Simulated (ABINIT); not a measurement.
# Ga3Se (Pm-3m) in ABINIT: equation of state

How stiff is Ga3Se in PBEsol, and what volume does it want? The cell is scaled to several volumes.

All numbers are computed with ABINIT 10.8.3 (patched build); they aren't measurements. Logs are shortened: lines on timing, memory, paths and dates and some standing lists are left out, and cuts for length are marked. The log counts tension as positive stress, the text compression.

**1. The structure**

Symmetry: Pm-3m, No. 221, cubic system. The conventional cell has a = 4.432 Å, b = 4.432 Å, c = 4.432 Å, α = 90.00°, β = 90.00°, γ = 90.00°. Se (site symmetry m-3m) has 12 Ga at 3.13 Å as nearest neighbours. Ga (site symmetry 4/mmm) has 4 Se at 3.13 Å and 8 Ga at 3.13 Å as nearest neighbours.

The cell comes from a database or a generator and needn't be the stable form of this composition.

**2. Equation of state, PBEsol**

Input file run.abi:

```
ndtset 7
getwfk -1
scalecart1 3*0.9795861087
scalecart2 3*0.9864848297
scalecart3 3*0.9932883884
scalecart4 3*1.0000000000
scalecart5 3*1.0066227096
scalecart6 3*1.0131594038
scalecart7 3*1.0196128224

pp_dirpath "./"
pseudos "Se.upf, Ga.upf"

acell 3*1.0 Angstrom
rprim
     4.4324650000     0.0000000000     0.0000000000
     0.0000000000     4.4324650000     0.0000000000
     0.0000000000     0.0000000000     4.4324650000
ntypat 2
znucl 34 31
natom 4
typat 1 2 2 2
xred
     0.0000000000     0.0000000000     0.0000000000
     0.5000000000     0.5000000000     0.0000000000
     0.5000000000     0.0000000000     0.5000000000
     0.0000000000     0.5000000000     0.5000000000

ecut 1170.089609 eV

kptopt 1
ngkpt 6 6 6
nshiftk 1
shiftk 0.0 0.0 0.0

ixc -116133

nband 33
occopt 3
tsmear 0.05 eV

nstep 100
tolvrs 1.0e-10

iomode 3
prtwf 1
prtden 0
prteig 0
prtebands 0
```

Potentials or basis: PseudoDojo NC SR PBEsol v0.4.1 standard.

Command:

```sh
$ abinit run.abi > log 2>&1
```

run.abo:

```text
.Version 10.8.3 of ABINIT
 DATASET    1 : space group Pm -3 m (#221); Bravais cP (primitive cubic)
================================================================================
 Values of the parameters that define the memory need for DATASET  1.
     intxc =       0    ionmov =       0      iscf =       7    lmnmax =       6
     lnmax =       6     mgfft =      50  mpssoang =       3    mqgrid =    3001
     natom =       4  nloc_mem =       1    nspden =       1   nspinor =       1
    nsppol =       1      nsym =      48    n1xccc =    2501    ntypat =       2
    occopt =       3   xclevel =       2
       mpw =        7464          nfft =      125000          nkpt =          20
================================================================================
================================================================================
[... 61 lines left out ...]
 DATASET    7 : space group Pm -3 m (#221); Bravais cP (primitive cubic)
================================================================================
 Values of the parameters that define the memory need for DATASET  7.
     intxc =       0    ionmov =       0      iscf =       7    lmnmax =       6
     lnmax =       6     mgfft =      54  mpssoang =       3    mqgrid =    3001
     natom =       4  nloc_mem =       1    nspden =       1   nspinor =       1
    nsppol =       1      nsym =      48    n1xccc =    2501    ntypat =       2
    occopt =       3   xclevel =       2
       mpw =        8429          nfft =      157464          nkpt =          20
================================================================================
================================================================================

--------------------------------------------------------------------------------
------------- Echo of variables that govern the present computation ------------
--------------------------------------------------------------------------------
 -outvars: echo values of preprocessed input variables --------
            acell      1.8897261259E+00  1.8897261259E+00  1.8897261259E+00 Bohr
              amu      7.89600000E+01  6.97230000E+01
             ecut      4.30000000E+01 Hartree
           getwfk          -1
              ixc     -116133
           jdtset        1    2    3    4    5    6    7
         kptrlatt        6    0    0      0    6    0      0    0    6
          kptrlen1     4.92309312E+01
          kptrlen2     4.95776393E+01
          kptrlen3     4.99195649E+01
          kptrlen4     5.02568695E+01
          kptrlen5     5.05897061E+01
          kptrlen6     5.09182199E+01
          kptrlen7     5.12425485E+01
            natom           4
            nband          33
           ndtset           7
            ngfft1         50      50      50
            ngfft2         50      50      50
            ngfft3         50      50      50
            ngfft4         50      50      50
            ngfft5         50      50      50
            ngfft6         54      54      54
            ngfft7         54      54      54
             nkpt          20
            nstep         100
             nsym          48
           ntypat           2
           occopt           3
           prtden           0
        prtebands           0
           prteig           0
            rprim1     4.3419811413E+00  0.0000000000E+00  0.0000000000E+00
                       0.0000000000E+00  4.3419811413E+00  0.0000000000E+00
                       0.0000000000E+00  0.0000000000E+00  4.3419811413E+00
            rprim2     4.3725594807E+00  0.0000000000E+00  0.0000000000E+00
                       0.0000000000E+00  4.3725594807E+00  0.0000000000E+00
                       0.0000000000E+00  0.0000000000E+00  4.3725594807E+00
            rprim3     4.4027160165E+00  0.0000000000E+00  0.0000000000E+00
                       0.0000000000E+00  4.4027160165E+00  0.0000000000E+00
                       0.0000000000E+00  0.0000000000E+00  4.4027160165E+00
            rprim4     4.4324650000E+00  0.0000000000E+00  0.0000000000E+00
                       0.0000000000E+00  4.4324650000E+00  0.0000000000E+00
                       0.0000000000E+00  0.0000000000E+00  4.4324650000E+00
            rprim5     4.4618199285E+00  0.0000000000E+00  0.0000000000E+00
                       0.0000000000E+00  4.4618199285E+00  0.0000000000E+00
                       0.0000000000E+00  0.0000000000E+00  4.4618199285E+00
            rprim6     4.4907935968E+00  0.0000000000E+00  0.0000000000E+00
                       0.0000000000E+00  4.4907935968E+00  0.0000000000E+00
                       0.0000000000E+00  0.0000000000E+00  4.4907935968E+00
            rprim7     4.5193981488E+00  0.0000000000E+00  0.0000000000E+00
                       0.0000000000E+00  4.5193981488E+00  0.0000000000E+00
                       0.0000000000E+00  0.0000000000E+00  4.5193981488E+00
          spgroup         221
           tolvrs      1.00000000E-10
           tsmear      1.83746611E-03 Hartree
            typat      1  2  2  2
           xangst1     0.0000000000E+00  0.0000000000E+00  0.0000000000E+00
                       2.1709905706E+00  2.1709905706E+00  0.0000000000E+00
                       2.1709905706E+00  0.0000000000E+00  2.1709905706E+00
                       0.0000000000E+00  2.1709905706E+00  2.1709905706E+00
           xangst2     0.0000000000E+00  0.0000000000E+00  0.0000000000E+00
                       2.1862797403E+00  2.1862797403E+00  0.0000000000E+00
                       2.1862797403E+00  0.0000000000E+00  2.1862797403E+00
                       0.0000000000E+00  2.1862797403E+00  2.1862797403E+00
           xangst3     0.0000000000E+00  0.0000000000E+00  0.0000000000E+00
                       2.2013580082E+00  2.2013580082E+00  0.0000000000E+00
                       2.2013580082E+00  0.0000000000E+00  2.2013580082E+00
                       0.0000000000E+00  2.2013580082E+00  2.2013580082E+00
           xangst4     0.0000000000E+00  0.0000000000E+00  0.0000000000E+00
                       2.2162325000E+00  2.2162325000E+00  0.0000000000E+00
                       2.2162325000E+00  0.0000000000E+00  2.2162325000E+00
                       0.0000000000E+00  2.2162325000E+00  2.2162325000E+00
           xangst5     0.0000000000E+00  0.0000000000E+00  0.0000000000E+00
[... 24 lines left out ...]
                       4.1880724563E+00  4.1880724563E+00  0.0000000000E+00
                       4.1880724563E+00  0.0000000000E+00  4.1880724563E+00
                       0.0000000000E+00  4.1880724563E+00  4.1880724563E+00
            xcart5     0.0000000000E+00  0.0000000000E+00  0.0000000000E+00
                       4.2158088440E+00  4.2158088440E+00  0.0000000000E+00
                       4.2158088440E+00  0.0000000000E+00  4.2158088440E+00
                       0.0000000000E+00  4.2158088440E+00  4.2158088440E+00
            xcart6     0.0000000000E+00  0.0000000000E+00  0.0000000000E+00
                       4.2431849929E+00  4.2431849929E+00  0.0000000000E+00
                       4.2431849929E+00  0.0000000000E+00  4.2431849929E+00
                       0.0000000000E+00  4.2431849929E+00  4.2431849929E+00
            xcart7     0.0000000000E+00  0.0000000000E+00  0.0000000000E+00
                       4.2702123776E+00  4.2702123776E+00  0.0000000000E+00
                       4.2702123776E+00  0.0000000000E+00  4.2702123776E+00
                       0.0000000000E+00  4.2702123776E+00  4.2702123776E+00
             xred      0.0000000000E+00  0.0000000000E+00  0.0000000000E+00
                       5.0000000000E-01  5.0000000000E-01  0.0000000000E+00
                       5.0000000000E-01  0.0000000000E+00  5.0000000000E-01
                       0.0000000000E+00  5.0000000000E-01  5.0000000000E-01
            znucl       34.00000   31.00000

================================================================================

 chkinp: Checking input parameters for consistency, jdtset=   1.

 chkinp: Checking input parameters for consistency, jdtset=   2.
[... 29 lines left out ...]
 getcut: wavevector=  0.0000  0.0000  0.0000  ngfft=  50  50  50
         ecut(hartree)=     43.000   => boxcut(ratio)=   2.06435

--- Pseudopotential description ------------------------------------------------
- pspini: atom type   1  psp file is ./Se.upf
12 -116133 2 -1 1198                          pspcod,pspxc,lmax,lloc,mmax
     nproj     2     2     2

- pspini: atom type   2  psp file is ./Ga.upf
12 -116133 2 -1 1902                          pspcod,pspxc,lmax,lloc,mmax
     nproj     2     2     2

   5.64892279E+03                                ecore*ucvol(ha*bohr**3)
--------------------------------------------------------------------------------

================================================================================

--- !BeginCycle
iteration_state: {dtset: 1, }
solver: {iscf: 7, nstep: 100, nline: 4, wfoptalg: 0, }
tolerances: {tolvrs: 1.00E-10, }
...
[... 1163 lines left out ...]
-Cartesian components of stress tensor (GPa)         [Pressure= -5.1937E+00 GPa]
- sigma(1 1)=  5.19373611E+00  sigma(3 2)=  0.00000000E+00
- sigma(2 2)=  5.19373611E+00  sigma(3 1)=  0.00000000E+00
- sigma(3 3)=  5.19373611E+00  sigma(2 1)=  0.00000000E+00

== END DATASET(S) ==============================================================
================================================================================

 -outvars: echo values of variables after computation  --------
            acell      1.8897261259E+00  1.8897261259E+00  1.8897261259E+00 Bohr
           etotal1    -3.5016795614E+02
           etotal2    -3.5016728853E+02
           etotal3    -3.5016628338E+02
           etotal4    -3.5016498276E+02
           etotal5    -3.5016342384E+02
           etotal6    -3.5016163895E+02
           etotal7    -3.5015965717E+02
            fcart1    -0.0000000000E+00 -0.0000000000E+00 -0.0000000000E+00
                      -0.0000000000E+00 -0.0000000000E+00 -0.0000000000E+00
                      -0.0000000000E+00 -0.0000000000E+00 -0.0000000000E+00
                      -0.0000000000E+00 -0.0000000000E+00 -0.0000000000E+00
            fcart2    -0.0000000000E+00 -0.0000000000E+00 -0.0000000000E+00
                      -0.0000000000E+00 -0.0000000000E+00 -0.0000000000E+00
                      -0.0000000000E+00 -0.0000000000E+00 -0.0000000000E+00
                      -0.0000000000E+00 -0.0000000000E+00 -0.0000000000E+00
            fcart3    -0.0000000000E+00 -0.0000000000E+00 -0.0000000000E+00
                      -0.0000000000E+00 -0.0000000000E+00 -0.0000000000E+00
[... 66 lines left out ...]
                       2.2162325000E+00  2.2162325000E+00  0.0000000000E+00
                       2.2162325000E+00  0.0000000000E+00  2.2162325000E+00
                       0.0000000000E+00  2.2162325000E+00  2.2162325000E+00
           xangst5     0.0000000000E+00  0.0000000000E+00  0.0000000000E+00
                       2.2309099643E+00  2.2309099643E+00  0.0000000000E+00
                       2.2309099643E+00  0.0000000000E+00  2.2309099643E+00
                       0.0000000000E+00  2.2309099643E+00  2.2309099643E+00
           xangst6     0.0000000000E+00  0.0000000000E+00  0.0000000000E+00
                       2.2453967984E+00  2.2453967984E+00  0.0000000000E+00
                       2.2453967984E+00  0.0000000000E+00  2.2453967984E+00
                       0.0000000000E+00  2.2453967984E+00  2.2453967984E+00
           xangst7     0.0000000000E+00  0.0000000000E+00  0.0000000000E+00
                       2.2596990744E+00  2.2596990744E+00  0.0000000000E+00
                       2.2596990744E+00  0.0000000000E+00  2.2596990744E+00
                       0.0000000000E+00  2.2596990744E+00  2.2596990744E+00
             xred      0.0000000000E+00  0.0000000000E+00  0.0000000000E+00
                       5.0000000000E-01  5.0000000000E-01  0.0000000000E+00
                       5.0000000000E-01  0.0000000000E+00  5.0000000000E-01
                       0.0000000000E+00  5.0000000000E-01  5.0000000000E-01
 Calculation completed.
```

Wall time 21 min (1 thread of Arm Neoverse V1, shared host); peak memory 0.21 GiB.

What came out:

```yaml
Equilibrium_volume: "19.96 Å³/atom (rough: see the caveat)"
Bulk_modulus: 51 GPa (rough)
```

Energy against volume, from the lowest point:
| volume (Å³/atom) | energy (meV/atom) |
| --- | --- |
| 20.465 | 0.00 |
| 20.900 | 4.54 |
| 21.335 | 11.38 |
| 21.771 | 20.23 |
| 22.206 | 30.83 |
| 22.642 | 42.97 |
| 23.077 | 56.46 |

Caveat: pressures at fixed basis lie under the slope of the energies; the minimum lies outside the volumes run.
